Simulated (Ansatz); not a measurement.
# Sr26O27: the cost of one run

Program: Ansatz 0.2.0. Level of theory: DFT, PBE, plane-wave PAW, default files, scalar-relativistic, as far as a step names no other. These are calculated values, not measurements.

The COD entry's cell or inner coordinates are ideal or old and differ from later refinements, so a difference from it is no clean test against experiment.

## Step 1: The starting structure

It takes space group Fm-3m (No. 225, cubic). The conventional cell has a = 15.398 Å, b = 15.398 Å, c = 15.398 Å, α = 90.00°, β = 90.00°, γ = 90.00°. Sr (site symmetry mm2) is surrounded by 6 O at 2.57 Å. Sr (site symmetry 3m) has 6 O at 2.57 Å as nearest neighbours. Sr (site symmetry 4mm) is surrounded by 6 O at 2.57 Å. Around O (site symmetry 3m) lie 6 Sr at 2.57 Å. O (site symmetry 4mm) is surrounded by 5 Sr at 2.57 Å. Around O (site symmetry mm2) lie 6 Sr at 2.57 Å. Around O (site symmetry m-3m) lie 6 Sr at 2.57 Å.

Coordinates:

```
CELL_PARAMETERS angstrom
0.00000 7.69890 7.69890
7.69890 0.00000 7.69890
7.69890 7.69890 0.00000
ATOMIC_POSITIONS crystal
Sr 0.16667 0.16667 0.50000
Sr 0.16667 0.16667 0.83333
Sr 0.16667 0.50000 0.16667
Sr 0.16667 0.50000 0.50000
Sr 0.16667 0.50000 0.83333
Sr 0.16667 0.83333 0.16667
Sr 0.16667 0.83333 0.50000
Sr 0.16667 0.83333 0.83333
Sr 0.50000 0.16667 0.16667
Sr 0.50000 0.16667 0.50000
Sr 0.50000 0.16667 0.83333
Sr 0.50000 0.50000 0.16667
Sr 0.50000 0.50000 0.50000
Sr 0.50000 0.50000 0.83333
Sr 0.50000 0.83333 0.16667
Sr 0.50000 0.83333 0.50000
Sr 0.50000 0.83333 0.83333
Sr 0.83333 0.16667 0.16667
Sr 0.83333 0.16667 0.50000
Sr 0.83333 0.16667 0.83333
Sr 0.83333 0.50000 0.16667
Sr 0.83333 0.50000 0.50000
Sr 0.83333 0.50000 0.83333
Sr 0.83333 0.83333 0.16667
Sr 0.83333 0.83333 0.50000
Sr 0.83333 0.83333 0.83333
O 0.00000 0.00000 0.00000
O 0.00000 0.00000 0.33333
O 0.00000 0.00000 0.66667
O 0.00000 0.33333 0.00000
O 0.00000 0.33333 0.33333
O 0.00000 0.33333 0.66667
O 0.00000 0.66667 0.00000
O 0.00000 0.66667 0.33333
O 0.00000 0.66667 0.66667
O 0.33333 0.00000 0.00000
O 0.33333 0.00000 0.33333
O 0.33333 0.00000 0.66667
O 0.33333 0.33333 0.00000
O 0.33333 0.33333 0.33333
O 0.33333 0.33333 0.66667
O 0.33333 0.66667 0.00000
O 0.33333 0.66667 0.33333
O 0.33333 0.66667 0.66667
O 0.66667 0.00000 0.00000
O 0.66667 0.00000 0.33333
O 0.66667 0.00000 0.66667
O 0.66667 0.33333 0.00000
O 0.66667 0.33333 0.33333
O 0.66667 0.33333 0.66667
O 0.66667 0.66667 0.00000
O 0.66667 0.66667 0.33333
O 0.66667 0.66667 0.66667
```

The vacant site is at (0.167, 0.167, 0.167) in fractional coordinates of the input's cell.

## Step 2: First run, atoms as given

Input file input.yaml:

```yaml
crystal:
  lattice:
    - [0.0, 7.6989, 7.6989]
    - [7.6989, 0.0, 7.6989]
    - [7.6989, 7.6989, 0.0]
  atoms:
    - { symbol: Sr, position: [0.1666666667, 0.1666666667, 0.5] }
    - { symbol: Sr, position: [0.1666666667, 0.1666666667, 0.8333333333] }
    - { symbol: Sr, position: [0.1666666667, 0.5, 0.1666666667] }
    - { symbol: Sr, position: [0.1666666667, 0.5, 0.5] }
    - { symbol: Sr, position: [0.1666666667, 0.5, 0.8333333333] }
    - { symbol: Sr, position: [0.1666666667, 0.8333333333, 0.1666666667] }
    - { symbol: Sr, position: [0.1666666667, 0.8333333333, 0.5] }
    - { symbol: Sr, position: [0.1666666667, 0.8333333333, 0.8333333333] }
    - { symbol: Sr, position: [0.5, 0.1666666667, 0.1666666667] }
    - { symbol: Sr, position: [0.5, 0.1666666667, 0.5] }
    - { symbol: Sr, position: [0.5, 0.1666666667, 0.8333333333] }
    - { symbol: Sr, position: [0.5, 0.5, 0.1666666667] }
    - { symbol: Sr, position: [0.5, 0.5, 0.5] }
    - { symbol: Sr, position: [0.5, 0.5, 0.8333333333] }
    - { symbol: Sr, position: [0.5, 0.8333333333, 0.1666666667] }
    - { symbol: Sr, position: [0.5, 0.8333333333, 0.5] }
    - { symbol: Sr, position: [0.5, 0.8333333333, 0.8333333333] }
    - { symbol: Sr, position: [0.8333333333, 0.1666666667, 0.1666666667] }
    - { symbol: Sr, position: [0.8333333333, 0.1666666667, 0.5] }
    - { symbol: Sr, position: [0.8333333333, 0.1666666667, 0.8333333333] }
    - { symbol: Sr, position: [0.8333333333, 0.5, 0.1666666667] }
    - { symbol: Sr, position: [0.8333333333, 0.5, 0.5] }
    - { symbol: Sr, position: [0.8333333333, 0.5, 0.8333333333] }
    - { symbol: Sr, position: [0.8333333333, 0.8333333333, 0.1666666667] }
    - { symbol: Sr, position: [0.8333333333, 0.8333333333, 0.5] }
    - { symbol: Sr, position: [0.8333333333, 0.8333333333, 0.8333333333] }
    - { symbol: O, position: [0.0, 0.0, 0.0] }
    - { symbol: O, position: [0.0, 0.0, 0.3333333333] }
    - { symbol: O, position: [0.0, 0.0, 0.6666666667] }
    - { symbol: O, position: [0.0, 0.3333333333, 0.0] }
    - { symbol: O, position: [0.0, 0.3333333333, 0.3333333333] }
    - { symbol: O, position: [0.0, 0.3333333333, 0.6666666667] }
    - { symbol: O, position: [0.0, 0.6666666667, 0.0] }
    - { symbol: O, position: [0.0, 0.6666666667, 0.3333333333] }
    - { symbol: O, position: [0.0, 0.6666666667, 0.6666666667] }
    - { symbol: O, position: [0.3333333333, 0.0, 0.0] }
    - { symbol: O, position: [0.3333333333, 0.0, 0.3333333333] }
    - { symbol: O, position: [0.3333333333, 0.0, 0.6666666667] }
    - { symbol: O, position: [0.3333333333, 0.3333333333, 0.0] }
    - { symbol: O, position: [0.3333333333, 0.3333333333, 0.3333333333] }
    - { symbol: O, position: [0.3333333333, 0.3333333333, 0.6666666667] }
    - { symbol: O, position: [0.3333333333, 0.6666666667, 0.0] }
    - { symbol: O, position: [0.3333333333, 0.6666666667, 0.3333333333] }
    - { symbol: O, position: [0.3333333333, 0.6666666667, 0.6666666667] }
    - { symbol: O, position: [0.6666666667, 0.0, 0.0] }
    - { symbol: O, position: [0.6666666667, 0.0, 0.3333333333] }
    - { symbol: O, position: [0.6666666667, 0.0, 0.6666666667] }
    - { symbol: O, position: [0.6666666667, 0.3333333333, 0.0] }
    - { symbol: O, position: [0.6666666667, 0.3333333333, 0.3333333333] }
    - { symbol: O, position: [0.6666666667, 0.3333333333, 0.6666666667] }
    - { symbol: O, position: [0.6666666667, 0.6666666667, 0.0] }
    - { symbol: O, position: [0.6666666667, 0.6666666667, 0.3333333333] }
    - { symbol: O, position: [0.6666666667, 0.6666666667, 0.6666666667] }
total_charge: -2
kpoints:
  mp_grid: { grid: [2, 2, 2] }
scf:
  occupations: { method: fermi_dirac, width: 0.01 }
hamiltonian:
  xc: pbe
  pseudopotentials: { kind: paw }
output:
  forces: true
  stress: true
  populations: true
  efg:
    quadrupole_moments_barn: { Sr: 0.305, O: -0.02558 }
    contact_densities: true
  write_density: true
  write_potential: true
  elf: true
  volumetric_format: npy
```

Run with:

```console
ansatz run input.yaml --threads 1 --pin off --max-ram 3072MiB --backend cpu --events-out ev --progress --plain --runs-dir out
```

Q: Estimate wall time and peak memory on 1 thread of Intel Xeon Platinum 8488C (Sapphire Rapids), shared host.

About 69 s, with a peak of 1.7 GiB.
